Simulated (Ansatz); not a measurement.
# CH4Cl2GeO2: up Jacob's ladder to CCSD(T)

One table from this session's results is given with a row withheld; the runs are named, their logs left out.

The runs use Ansatz 0.2.0, Gaussian basis; functionals in def2-TZVPP, the program's frozen cores in correlated methods.

Plan: PBE-D4, r2SCAN-D4, PBE0-D4, B3LYP-D4, ωB97X-V, ωB97M-V, B2PLYP; CCSD(T)/def2-TZVPP; MP2/def2-QZVPP; extrapolation to the limit.

## The geometry

An earlier PBE0-D4 in a triple-zeta def2 set relaxation fixed the geometry.

SMILES `C[O][Ge]([OH])([Cl])[Cl]`, 10 atoms, charge 0, spin multiplicity 1.

Atoms are counted from 1 here; the program's logs count them from 0.

Bond lengths: C1–O2 1.418 Å, C1–H7 1.094 Å, C1–H8 1.091 Å, C1–H9 1.095 Å, O2–Ge3 1.748 Å, Ge3–O4 1.744 Å, Ge3–Cl5 2.132 Å, Ge3–Cl6 2.121 Å, O4–H10 0.962 Å. Angles: O2–C1–H7 111.6°, O2–C1–H8 107.1°, O2–C1–H9 111.4°, H7–C1–H8 108.8°, H7–C1–H9 109.1°, H8–C1–H9 108.7°, C1–O2–Ge3 121.0°, O2–Ge3–O4 107.0°, O2–Ge3–Cl5 109.6°, O2–Ge3–Cl6 112.1°, O4–Ge3–Cl5 111.8°, O4–Ge3–Cl6 108.5°, Cl5–Ge3–Cl6 107.9°, Ge3–O4–H10 111.2°.

The first run:

in.yaml reads:

```yaml
crystal:
  periodic: [false, false, false]
  atoms:
    - {symbol: C, position_ang: [0.441537, -1.339491, -0.867440]}
    - {symbol: O, position_ang: [0.041628, 0.019226, -0.805646]}
    - {symbol: Ge, position_ang: [-0.356267, 0.771605, 0.720829]}
    - {symbol: O, position_ang: [-0.716526, 2.444795, 0.386490]}
    - {symbol: Cl, position_ang: [1.283496, 0.570276, 2.067997]}
    - {symbol: Cl, position_ang: [-2.055912, -0.115247, 1.627690]}
    - {symbol: H, position_ang: [1.335308, -1.524021, -0.263247]}
    - {symbol: H, position_ang: [0.670894, -1.559979, -1.910620]}
    - {symbol: H, position_ang: [-0.359572, -2.007000, -0.534673]}
    - {symbol: H, position_ang: [-0.284586, 2.739847, -0.421378]}
basis:
  gaussian: {orbitals: def2-TZVPP}
hamiltonian: {xc: pbe, dispersion: d4}
output: {forces: true, orbitals: {seedname: orbitals}}
```

On the command line:

```
ansatz run in.yaml --threads 2 --pin off --events-out ev --progress --plain --max-ram 32768MiB --backend cuda --devices 0, --max-vram 18GiB
```

Among the steps run: PBE-D4 (GGA); r2SCAN-D4 (meta-GGA); PBE0-D4 (hybrid); B3LYP-D4 (hybrid); ωB97X-V (range-separated); ωB97M-V (range-separated); B2PLYP (double hybrid); CCSD(T) in def2-TZVPP; MP2 in def2-QZVPP.

One of the session's tables, all rows but one given; the rest of the session is left out.

It belongs to the step «Atomisation energies». 

| method | atomisation energy (kJ/mol) |
| --- | --- |
| PBE-D4 | 3639.3 |
| r2SCAN-D4 | 3586.1 |
| PBE0-D4 | 3553.1 |
| B3LYP-D4 | 3525.5 |
| ωB97X-V | 3581.4 |
| ωB97M-V | 3569.1 |
| B2PLYP | 3510.3 |
| HF/def2-TZVPP | 2484.2 |
| MP2/def2-TZVPP | ? |
| CCSD/def2-TZVPP | 3413.9 |
| CCSD(T)/def2-TZVPP | 3485.0 |
| MP2/CBS | 3693.4 |
| CCSD(T)/CBS | 3582.0 |

Estimate the missing values for MP2/def2-TZVPP.

As computed: atomisation energy (kJ/mol): 3596.4. In the column «atomisation energy (kJ/mol)» it lies between r2SCAN-D4 (3586.1) and PBE-D4 (3639.3).

Limits of these values: Free atoms (1 C, 2 O, 1 Ge, 2 Cl, 4 H) were run apart at each level; the atomisation energy is their sum less the molecule, without zero-point or spin-orbit terms.
